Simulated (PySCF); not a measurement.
# A gas-phase reaction: GaH3O3 + H2S → GaH3O2S + H2O

Aim: the reaction energy of `[OH][Ga]([OH])[OH]` + `S` → `[OH][Ga]([OH])[SH]` + `O`.

Programs: PySCF 2.14.0. All values are calculated, for the isolated system unless a continuum is named. Atoms count from 0, parts from 1.

## (1) The system as given

Each species was relaxed by itself at PBE0-D3(BJ)/def2-SVPD.

## (2) Reaction energy: wB97M-D3(BJ)/def2-TZVPD

What the job is given:

```
{"job": {"kind": "react", "xc": "wB97M-D3(BJ)", "basis": "def2-TZVPD"}, "charge": 0, "multiplicity": 1}
-1 GaH3O3 charge 0 multiplicity 1
O      0.814030    -1.065550    -1.537740
Ga     0.263340    -0.156270    -0.118710
O     -1.482920     0.200350     0.026400
O      1.506130     0.332460     1.057510
H      0.111090    -1.304920    -2.148140
H     -1.764420     0.692750     0.801260
H      1.196550     0.820510     1.824270

-1 H2S charge 0 multiplicity 1
S     -0.012540     0.615440     0.002780
H     -0.978710    -0.327380    -0.001280
H      0.970980    -0.309260    -0.005020

+1 GaH3O2S charge 0 multiplicity 1
O      0.532450    -0.814280    -1.804710
Ga     0.165000    -0.120990    -0.207640
O     -1.526800     0.398180     0.048340
S      1.788890     0.020890     1.260840
H     -0.219940    -0.846980    -2.402860
H     -1.739450     0.797410     0.895270
H      0.993640     0.560310     2.212300

+1 H2O charge 0 multiplicity 1
O     -0.005660     0.389340     0.003500
H     -0.759950    -0.205730    -0.006600
H      0.765660    -0.183580     0.003040
```

With the program's defaults for keys left out, this is: wB97M-D3(BJ)/def2-TZVPD reaction energy of separated species, gas phase.

Launch:

```
$ OMP_NUM_THREADS=1 python cluster_run.py task.json out
```

One launch serves the whole session: the jobs run in the order shown.

Log:

```text
species 1 (GaH3O3)
coarse grid: 30376 points
cycle   1  E = -2152.3293598182  dE = -2.242e-01  |g| = 1.298e+00  |ddm| = 2.164e+00
cycle   2  E = -2152.2222050563  dE =  1.072e-01  |g| = 1.632e+00  |ddm| = 1.877e+00
cycle   3  E = -2152.6006297109  dE = -3.784e-01  |g| = 5.119e-02  |ddm| = 9.901e-01
cycle   4  E = -2152.6011919163  dE = -5.622e-04  |g| = 2.267e-02  |ddm| = 5.524e-02
cycle   5  E = -2152.6012735071  dE = -8.159e-05  |g| = 1.439e-02  |ddm| = 2.526e-02
cycle   6  E = -2152.6013109346  dE = -3.743e-05  |g| = 2.123e-03  |ddm| = 1.033e-02
cycle   7  E = -2152.6013125955  dE = -1.661e-06  |g| = 1.430e-03  |ddm| = 3.138e-03
final grid: 63032 points
cycle   8  E = -2152.6012828222  dE = -8.764e-08  |g| = 1.609e-03  |ddm| = 2.789e-03
cycle   9  E = -2152.6012826924  dE =  1.298e-07  |g| = 1.886e-03  |ddm| = 1.761e-03
cycle  10  E = -2152.6012831506  dE = -4.582e-07  |g| = 1.243e-04  |ddm| = 9.607e-04
cycle  11  E = -2152.6012831533  dE = -2.761e-09  |g| = 3.467e-05  |ddm| = 8.809e-05
cycle  12  E = -2152.6012831543  dE = -9.122e-10  |g| = 3.385e-06  |ddm| = 9.054e-05
converged SCF energy = -2152.6012831543

species 2 (H2S)
coarse grid: 11264 points
cycle   1  E = -399.4336014039  dE = -1.424e-01  |g| = 1.945e-01  |ddm| = 1.016e+00
cycle   2  E = -399.4459454187  dE = -1.234e-02  |g| = 1.106e-01  |ddm| = 2.399e-01
cycle   3  E = -399.4491447341  dE = -3.199e-03  |g| = 1.578e-02  |ddm| = 9.278e-02
cycle   4  E = -399.4492190755  dE = -7.434e-05  |g| = 4.851e-03  |ddm| = 1.790e-02
cycle   5  E = -399.4492313126  dE = -1.224e-05  |g| = 9.336e-04  |ddm| = 7.536e-03
cycle   6  E = -399.4492320438  dE = -7.312e-07  |g| = 1.776e-04  |ddm| = 2.124e-03
final grid: 22496 points
cycle   7  E = -399.4492197084  dE = -2.326e-08  |g| = 1.134e-04  |ddm| = 6.095e-04
cycle   8  E = -399.4492197113  dE = -2.977e-09  |g| = 6.804e-05  |ddm| = 1.505e-04
cycle   9  E = -399.4492197121  dE = -7.680e-10  |g| = 8.743e-06  |ddm| = 5.993e-05
converged SCF energy = -399.4492197121

species 3 (GaH3O2S)
coarse grid: 31512 points
cycle   1  E = -2475.3604707195  dE = -2.253e-01  |g| = 1.181e+00  |ddm| = 2.162e+00
cycle   2  E = -2475.2522229135  dE =  1.082e-01  |g| = 1.528e+00  |ddm| = 1.764e+00
cycle   3  E = -2475.5871747154  dE = -3.350e-01  |g| = 6.108e-02  |ddm| = 9.620e-01
cycle   4  E = -2475.5881657644  dE = -9.910e-04  |g| = 3.266e-02  |ddm| = 8.746e-02
cycle   5  E = -2475.5883935495  dE = -2.278e-04  |g| = 1.112e-02  |ddm| = 2.962e-02
cycle   6  E = -2475.5884180994  dE = -2.455e-05  |g| = 3.862e-03  |ddm| = 1.211e-02
cycle   7  E = -2475.5884220559  dE = -3.956e-06  |g| = 9.579e-04  |ddm| = 4.794e-03
final grid: 63568 points
cycle   8  E = -2475.5883866537  dE = -3.804e-07  |g| = 8.139e-04  |ddm| = 2.458e-03
cycle   9  E = -2475.5883866654  dE = -1.174e-08  |g| = 9.353e-04  |ddm| = 1.180e-03
cycle  10  E = -2475.5883868068  dE = -1.414e-07  |g| = 1.024e-04  |ddm| = 5.702e-04
cycle  11  E = -2475.5883868129  dE = -6.102e-09  |g| = 4.985e-05  |ddm| = 1.546e-04
cycle  12  E = -2475.5883868147  dE = -1.867e-09  |g| = 1.414e-05  |ddm| = 1.363e-04
cycle  13  E = -2475.5883868148  dE = -5.411e-11  |g| = 4.229e-06  |ddm| = 1.667e-05
converged SCF energy = -2475.5883868148

species 4 (H2O)
coarse grid: 10128 points
cycle   1  E = -76.4117499416  dE = -7.454e-02  |g| = 5.872e-01  |ddm| = 8.994e-01
cycle   2  E = -76.4087427126  dE =  3.007e-03  |g| = 6.461e-01  |ddm| = 5.038e-01
cycle   3  E = -76.4759334684  dE = -6.719e-02  |g| = 2.731e-02  |ddm| = 2.374e-01
cycle   4  E = -76.4760586713  dE = -1.252e-04  |g| = 5.497e-03  |ddm| = 1.609e-02
cycle   5  E = -76.4760673481  dE = -8.677e-06  |g| = 8.214e-04  |ddm| = 5.831e-03
final grid: 21952 points
cycle   6  E = -76.4760630052  dE = -1.975e-07  |g| = 5.845e-04  |ddm| = 1.373e-03
cycle   7  E = -76.4760630120  dE = -6.837e-09  |g| = 6.468e-04  |ddm| = 6.470e-04
cycle   8  E = -76.4760630757  dE = -6.367e-08  |g| = 3.199e-05  |ddm| = 2.236e-04
cycle   9  E = -76.4760630765  dE = -8.230e-10  |g| = 4.132e-06  |ddm| = 1.105e-04
converged SCF energy = -76.4760630765

Reaction energy = -9.028 kcal/mol
```

It took 57 s on 1 thread of Arm Neoverse N1, shared host; peak memory 0.75 GiB.

Species by species (with the dispersion term, which the log's SCF energies lack):

```csv
ν,species,energy (Eh),HOMO (eV)
-1,[OH][Ga]([OH])[OH],-2152.60544,-11.56
-1,S,-399.45056,-9.89
+1,[OH][Ga]([OH])[SH],-2475.59357,-10.24
+1,O,-76.47682,-11.72
```

## (3) Reaction energy: PBE0-D3(BJ)/def2-TZVPD

Settings changed since step 2:

```diff
@@ -1,2 +1,2 @@
-{"job": {"kind": "react", "xc": "wB97M-D3(BJ)", "basis": "def2-TZVPD"}, "charge": 0, "multiplicity": 1}
+{"job": {"kind": "react", "xc": "PBE0", "basis": "def2-TZVPD", "disp": "d3bj"}, "charge": 0, "multiplicity": 1}
 -1 GaH3O3 charge 0 multiplicity 1
```

With the program's defaults for keys left out, this is: PBE0-D3(BJ)/def2-TZVPD reaction energy of separated species, gas phase.

Log:

```text
species 1 (GaH3O3)
coarse grid: 30376 points
cycle   1  E = -2151.6955270544  dE = -4.450e-02  |g| = 1.474e+00  |ddm| = 2.235e+00
cycle   2  E = -2150.9244963052  dE =  7.710e-01  |g| = 2.568e+00  |ddm| = 2.762e+00
cycle   3  E = -2152.0324890351  dE = -1.108e+00  |g| = 1.270e-01  |ddm| = 1.915e+00
cycle   4  E = -2152.0340274881  dE = -1.538e-03  |g| = 1.015e-01  |ddm| = 1.351e-01
cycle   5  E = -2152.0354013351  dE = -1.374e-03  |g| = 2.455e-02  |ddm| = 6.739e-02
cycle   6  E = -2152.0355024191  dE = -1.011e-04  |g| = 5.997e-03  |ddm| = 1.867e-02
cycle   7  E = -2152.0355073223  dE = -4.903e-06  |g| = 1.604e-03  |ddm| = 4.721e-03
final grid: 63032 points
cycle   8  E = -2152.0354895995  dE =  3.912e-07  |g| = 2.392e-03  |ddm| = 2.620e-03
cycle   9  E = -2152.0354880611  dE =  1.538e-06  |g| = 3.860e-03  |ddm| = 3.669e-03
cycle  10  E = -2152.0354904627  dE = -2.402e-06  |g| = 4.099e-04  |ddm| = 2.379e-03
cycle  11  E = -2152.0354904855  dE = -2.278e-08  |g| = 4.196e-05  |ddm| = 2.477e-04
cycle  12  E = -2152.0354904858  dE = -2.806e-10  |g| = 1.534e-05  |ddm| = 3.926e-05
converged SCF energy = -2152.0354904858

species 2 (H2S)
coarse grid: 2864 points
cycle   1  E = -399.2518634937  dE = -9.250e-02  |g| = 1.630e-01  |ddm| = 1.023e+00
cycle   2  E = -399.2538577524  dE = -1.994e-03  |g| = 1.600e-01  |ddm| = 2.978e-01
cycle   3  E = -399.2614719086  dE = -7.614e-03  |g| = 1.497e-02  |ddm| = 1.477e-01
cycle   4  E = -399.2614865205  dE = -1.461e-05  |g| = 1.103e-03  |ddm| = 5.881e-03
cycle   5  E = -399.2614869009  dE = -3.804e-07  |g| = 6.136e-04  |ddm| = 1.717e-03
final grid: 22496 points
cycle   6  E = -399.2625175497  dE = -7.085e-06  |g| = 4.896e-03  |ddm| = 1.692e-02
cycle   7  E = -399.2625181824  dE = -6.327e-07  |g| = 3.960e-03  |ddm| = 6.698e-03
cycle   8  E = -399.2625211147  dE = -2.932e-06  |g| = 2.911e-04  |ddm| = 3.504e-03
cycle   9  E = -399.2625211425  dE = -2.777e-08  |g| = 3.582e-05  |ddm| = 2.357e-04
cycle  10  E = -399.2625211428  dE = -3.607e-10  |g| = 6.383e-06  |ddm| = 2.919e-05
converged SCF energy = -399.2625211428

species 3 (GaH3O2S)
coarse grid: 31512 points
cycle   1  E = -2474.6698386884  dE = -9.570e-02  |g| = 1.310e+00  |ddm| = 2.234e+00
cycle   2  E = -2473.9517136437  dE =  7.181e-01  |g| = 2.387e+00  |ddm| = 2.557e+00
cycle   3  E = -2474.9241072682  dE = -9.724e-01  |g| = 2.112e-01  |ddm| = 1.855e+00
cycle   4  E = -2474.9319091121  dE = -7.802e-03  |g| = 1.063e-01  |ddm| = 2.285e-01
cycle   5  E = -2474.9334109329  dE = -1.502e-03  |g| = 1.570e-02  |ddm| = 6.827e-02
cycle   6  E = -2474.9334550493  dE = -4.412e-05  |g| = 7.385e-03  |ddm| = 1.735e-02
cycle   7  E = -2474.9334635157  dE = -8.466e-06  |g| = 2.633e-03  |ddm| = 5.977e-03
final grid: 63568 points
cycle   8  E = -2474.9334493686  dE =  2.688e-06  |g| = 4.777e-03  |ddm| = 5.102e-03
cycle   9  E = -2474.9334394267  dE =  9.942e-06  |g| = 8.880e-03  |ddm| = 8.437e-03
cycle  10  E = -2474.9334533936  dE = -1.397e-05  |g| = 3.768e-04  |ddm| = 5.551e-03
cycle  11  E = -2474.9334534180  dE = -2.435e-08  |g| = 5.325e-05  |ddm| = 2.599e-04
cycle  12  E = -2474.9334534184  dE = -4.975e-10  |g| = 1.250e-05  |ddm| = 4.794e-05
converged SCF energy = -2474.9334534184

species 4 (H2O)
coarse grid: 2328 points
cycle   1  E = -76.3044268097  dE = -5.301e-03  |g| = 6.571e-01  |ddm| = 9.011e-01
cycle   2  E = -76.1882056514  dE =  1.162e-01  |g| = 1.036e+00  |ddm| = 7.256e-01
cycle   3  E = -76.3820271474  dE = -1.938e-01  |g| = 3.132e-02  |ddm| = 4.396e-01
cycle   4  E = -76.3822094572  dE = -1.823e-04  |g| = 5.864e-03  |ddm| = 1.606e-02
cycle   5  E = -76.3822145963  dE = -5.139e-06  |g| = 7.850e-04  |ddm| = 2.507e-03
final grid: 21952 points
cycle   6  E = -76.3808944254  dE = -1.510e-05  |g| = 3.446e-03  |ddm| = 9.269e-03
cycle   7  E = -76.3808924620  dE =  1.963e-06  |g| = 4.749e-03  |ddm| = 3.317e-03
cycle   8  E = -76.3808961737  dE = -3.712e-06  |g| = 2.517e-04  |ddm| = 1.964e-03
cycle   9  E = -76.3808961843  dE = -1.061e-08  |g| = 2.393e-05  |ddm| = 1.100e-04
cycle  10  E = -76.3808961844  dE = -1.113e-10  |g| = 3.293e-06  |ddm| = 1.510e-05
converged SCF energy = -76.3808961844

Reaction energy = -10.755 kcal/mol
```

Wall time 31 s (1 thread of Arm Neoverse N1, shared host); peak memory 0.64 GiB.

Reaction energy at this level: -10.76 kcal/mol.

## (4) Comparing the runs

Energies in kcal/mol, with wall time:

```csv
run,reaction,time
wB97M-D3(BJ)/def2-TZVPD,-9.03,57 s
PBE0-D3(BJ)/def2-TZVPD,-10.76,31 s
```

## (5) What came out

| quantity | value |
| --- | --- |
| reaction energy (wB97M-D3(BJ)/def2-TZVPD) | -9.03 kcal/mol |
| ΔH, ΔG at 298 K (xTB thermal terms) | -7.2, -7.2 kcal/mol |
| range of the reaction energy over the runs of this table | -10.76 to -9.03 kcal/mol |

What this shows: The reaction is exothermic by 7.2 kcal/mol in the gas phase; dispersion gives -0.28, and xTB itself gave -3.85 for the electronic energy (xTB energies and thermal terms come from the earlier relaxation of each species, not shown). No barrier was sought. The reaction energy runs from -10.76 (PBE0-D3(BJ)/def2-TZVPD) to -9.03 kcal/mol (wB97M-D3(BJ)/def2-TZVPD).
